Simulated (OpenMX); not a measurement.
# SiO in OpenMX: the effect of volume scale

Crystal: SiO.

```
Si O
1.0
     0.00000    2.43364    2.43364
     2.43364    0.00000    2.43364
     2.43364    2.43364    0.00000
Si O
1 1
Cartesian
  3.6505 3.6505 3.6505
  0.0000 0.0000 0.0000
```

The cell was built by a generator and needn't be a form met in nature.

Alike in all runs:

```yaml
Program: OpenMX 3.8.5
Task: single point
Functional: PBE
Potentials_or_basis: OpenMX 2013 PBE set, Si7.0-s2p2d1, O6.0-s2p2d1, grid cutoff 400 Ry
k_mesh: 7 × 7 × 7
Occupations: fermi-dirac, width 0.05 eV
Spin: no spin polarisation
```

```csv
volume scale,pressure (GPa)
1,2.0
1.04,?
1.08,-2.4
```

Question: What does the run with volume scale 1.04 give?

Answer: Pressure -0.4 GPa.

Caveats: the basis of atomic orbitals isn't converged, which shifts pressures, moduli and gaps.
